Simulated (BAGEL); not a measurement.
# B3LYP/cc-pVDZ (density fitting with qzvpp-jkfit) run of B2SiH3OF (SMILES FB1BO[SiH2]1)

What is the energy change on altering one bond length of B2SiH3OF at B3LYP/cc-pVDZ (density fitting with qzvpp-jkfit)? 

The results are computed with BAGEL 1.2.2.

2 further runs of the same task are left out: 2 set aside as unsound or not needed.

### 1 Starting point

The species is B2SiH3OF (8 atoms), meant as a singlet with charge 0. As SMILES, `FB1BO[SiH2]1`. The shape is that of a PBE0-D4/def2-TZVP optimisation.

Bond lengths: F1–B2 1.306 Å, B2–B3 1.746 Å, B3–O4 1.365 Å, B2–Si5 2.041 Å, O4–Si5 1.721 Å, B3–H6 1.197 Å, Si5–H7 1.489 Å, Si5–H8 1.489 Å. Some angles: F1–B2–B3 139.6°, F1–B2–Si5 140.7°, B3–B2–Si5 79.7°, B2–B3–O4 98.8°, B3–O4–Si5 103.7°, B2–Si5–O4 77.8°, B2–B3–H6 140.6°, O4–B3–H6 120.6°, B2–Si5–H7 123.0°, B2–Si5–H8 123.0°.

### 2 A single-point energy at B3LYP/cc-pVDZ (density fitting with qzvpp-jkfit)

job.json

```json
{ "bagel" : [

{
  "title" : "molecule",
  "basis" : "cc-pvdz.json",
  "df_basis" : "qzvpp-jkfit",
  "angstrom" : true,
  "geometry" : [
    { "atom" : "F", "xyz" : [   -0.634600,   -0.912100,    2.235600 ] },
    { "atom" : "B", "xyz" : [   -0.229200,   -0.367200,    1.119900 ] },
    { "atom" : "B", "xyz" : [    0.848600,    0.890900,    0.568500 ] },
    { "atom" : "O", "xyz" : [    0.644400,    0.766700,   -0.775900 ] },
    { "atom" : "Si", "xyz" : [   -0.499600,   -0.513000,   -0.897400 ] },
    { "atom" : "H", "xyz" : [    1.607300,    1.712300,    0.996800 ] },
    { "atom" : "H", "xyz" : [   -1.722100,   -0.018900,   -1.588700 ] },
    { "atom" : "H", "xyz" : [    0.077300,   -1.615700,   -1.714600 ] }
  ]
},
{ "title" : "ks", "xc_func" : "b3lyp", "charge" : 0 },
{ "title" : "print", "file" : "orbitals.molden", "orbitals" : true }

]}
```

The basis set cc-pVDZ is read from a file made from the Basis Set Exchange's data (not shown).

Launch:

```sh
$ BAGEL_NUM_THREADS=1 BAGEL job.json > job.out
```

Output:

```text
* using 1 threads per process

  ===============================================================
  ===============================================================

  *** Geometry ***

  { "atom" : "F", "xyz" : [     -1.199220,     -1.723619,      4.224672 ] },
  { "atom" : "B", "xyz" : [     -0.433125,     -0.693907,      2.116304 ] },
  { "atom" : "B", "xyz" : [      1.603622,      1.683557,      1.074309 ] },
  { "atom" : "O", "xyz" : [      1.217740,      1.448853,     -1.466239 ] },
  { "atom" : "Si", "xyz" : [     -0.944107,     -0.969430,     -1.695840 ] },
  { "atom" : "H", "xyz" : [      3.037357,      3.235778,      1.883679 ] },
  { "atom" : "H", "xyz" : [     -3.254297,     -0.035716,     -3.002208 ] },
  { "atom" : "H", "xyz" : [      0.146076,     -3.053231,     -3.240124 ] },

  Number of auxiliary basis functions:      486

  Since a DF basis is specified, we compute 2- and 3-index integrals:
    o Being stored without compression. Storage requirement is 0.031 GB

  Number of basis functions:       89
  Number of electrons      :       44

    * METHOD: MOLECULE                             0.21

  *** Kohn-Sham DFT ***

    * Removing 15037 points whose weight is below 1.00e-10
    * Grid points: 104211

  === Nuclear Repulsion ===
   185.3810028628

       - DIIS with orbital gradients will be used.

  === KS iteration (b3lyp / cc-pvdz.json) ===
      0       -491.46438019          0.09949106           0.35
      1       -475.88735975          0.18012740           0.35
      2       -496.55878338          0.10455711           0.35
      3       -508.94891138          0.10056921           0.35
      4       -511.00961234          0.08853782           0.34
      5       -514.49855010          0.05858539           0.35
      6       -515.39797809          0.03873521           0.35
      7       -515.90616323          0.02171628           0.35
      8       -516.12929067          0.00655653           0.34
      9       -516.15395560          0.00135848           0.35
     10       -516.15490497          0.00056729           0.35
     11       -516.15514238          0.00009063           0.35
     12       -516.15514908          0.00003758           0.35
     13       -516.15515013          0.00001314           0.35
     14       -516.15515025          0.00000252           0.35
     15       -516.15515026          0.00000151           0.35
     16       -516.15515026          0.00000071           0.35
     17       -516.15515026          0.00000034           0.35
     18       -516.15515026          0.00000005           0.35
     19       -516.15515026          0.00000003           0.35
     20       -516.15515026          0.00000001           0.35
    * SCF iteration converged.

    * Permanent dipole moment:
           (    0.272370,     0.310958,    -0.050249) a.u.

    * METHOD: KS                                   7.85

    * METHOD: PRINT                                0.01

  ===============================================================
```

Run time: 8.4 s. Hardware: 1 thread of Arm Neoverse V2, shared host; peak memory 0.44 GiB.

### 3 The distorted shape

calc.json

```json
{ "bagel" : [

{
  "title" : "molecule",
  "basis" : "cc-pvdz.json",
  "df_basis" : "qzvpp-jkfit",
  "angstrom" : true,
  "geometry" : [
    { "atom" : "F", "xyz" : [   -0.695415,   -0.993842,    2.402970 ] },
    { "atom" : "B", "xyz" : [   -0.229200,   -0.367200,    1.119900 ] },
    { "atom" : "B", "xyz" : [    0.848600,    0.890900,    0.568500 ] },
    { "atom" : "O", "xyz" : [    0.644400,    0.766700,   -0.775900 ] },
    { "atom" : "Si", "xyz" : [   -0.499600,   -0.513000,   -0.897400 ] },
    { "atom" : "H", "xyz" : [    1.607300,    1.712300,    0.996800 ] },
    { "atom" : "H", "xyz" : [   -1.722100,   -0.018900,   -1.588700 ] },
    { "atom" : "H", "xyz" : [    0.077300,   -1.615700,   -1.714600 ] }
  ]
},
{ "title" : "ks", "xc_func" : "b3lyp" },
{ "title" : "print", "file" : "orbitals.molden", "orbitals" : true }

]}
```

The basis set cc-pVDZ is read from a file made from the Basis Set Exchange's data (not shown).

Launch:

```sh
$ BAGEL_NUM_THREADS=1 BAGEL calc.json > calc.out
```

Output:

```text
* using 1 threads per process

  ===============================================================
  ===============================================================

  *** Geometry ***

  { "atom" : "F", "xyz" : [     -1.314144,     -1.878089,      4.540955 ] },
  { "atom" : "B", "xyz" : [     -0.433125,     -0.693907,      2.116304 ] },
  { "atom" : "B", "xyz" : [      1.603622,      1.683557,      1.074309 ] },
  { "atom" : "O", "xyz" : [      1.217740,      1.448853,     -1.466239 ] },
  { "atom" : "Si", "xyz" : [     -0.944107,     -0.969430,     -1.695840 ] },
  { "atom" : "H", "xyz" : [      3.037357,      3.235778,      1.883679 ] },
  { "atom" : "H", "xyz" : [     -3.254297,     -0.035716,     -3.002208 ] },
  { "atom" : "H", "xyz" : [      0.146076,     -3.053231,     -3.240124 ] },

  Number of auxiliary basis functions:      486

  Since a DF basis is specified, we compute 2- and 3-index integrals:
    o Being stored without compression. Storage requirement is 0.031 GB

  Number of basis functions:       89
  Number of electrons      :       44

    * METHOD: MOLECULE                             0.21

  *** Kohn-Sham DFT ***

    * Removing 14828 points whose weight is below 1.00e-10
    * Grid points: 104420

  === Nuclear Repulsion ===
   180.7112022534

       - DIIS with orbital gradients will be used.

  === KS iteration (b3lyp / cc-pvdz.json) ===
      0       -491.25118737          0.09957334           0.35
      1       -478.97804942          0.16121579           0.34
      2       -492.02643203          0.12141592           0.34
      3       -506.40895112          0.11225718           0.34
      4       -511.54581768          0.07802508           0.35
      5       -514.54419396          0.05787899           0.34
      6       -515.65381014          0.03234928           0.34
      7       -515.88651837          0.01992774           0.35
      8       -516.09161650          0.00823519           0.35
      9       -516.13366430          0.00249217           0.34
     10       -516.13690415          0.00103894           0.35
     11       -516.13761091          0.00006810           0.34
     12       -516.13761371          0.00002995           0.35
     13       -516.13761412          0.00002064           0.35
     14       -516.13761444          0.00000271           0.35
     15       -516.13761445          0.00000106           0.35
     16       -516.13761445          0.00000039           0.35
     17       -516.13761445          0.00000036           0.35
     18       -516.13761445          0.00000004           0.34
     19       -516.13761445          0.00000003           0.34
     20       -516.13761445          0.00000001           0.35
     21       -516.13761445          0.00000000           0.34
    * SCF iteration converged.

    * Permanent dipole moment:
           (    0.159467,     0.149967,     0.377817) a.u.

    * METHOD: KS                                   8.11

    * METHOD: PRINT                                0.01

  ===============================================================
```

Run time: 8.7 s. Hardware: 1 thread of Arm Neoverse V2, shared host; peak memory 0.44 GiB.

### 4 What came out

Level: B3LYP/cc-pVDZ (density fitting with qzvpp-jkfit).

| quantity | value |
| --- | --- |
| first shape: total energy | -516.15515 Eh |
| first shape: dipole moment | 1.06 D |
| first shape: HOMO energy | -6.77 eV |
| first shape: LUMO energy | -2.72 eV |
| first shape: HOMO–LUMO gap | 4.05 eV |
| distorted shape: total energy | -516.13761 Eh |
| distorted shape: dipole moment | 1.11 D |
| distorted shape: HOMO energy | -7.21 eV |
| distorted shape: LUMO energy | -3.18 eV |
| distorted shape: HOMO–LUMO gap | 4.03 eV |
| energy change with the F1–B2 bond stretched from 1.306 to 1.502 Å | 0.477 eV |

What this shows: With the F1–B2 bond stretched from 1.306 to 1.502 Å the energy rises by 0.48 eV (11.0 kcal/mol). The first shape isn't relaxed at this level, so the change isn't measured from a minimum.
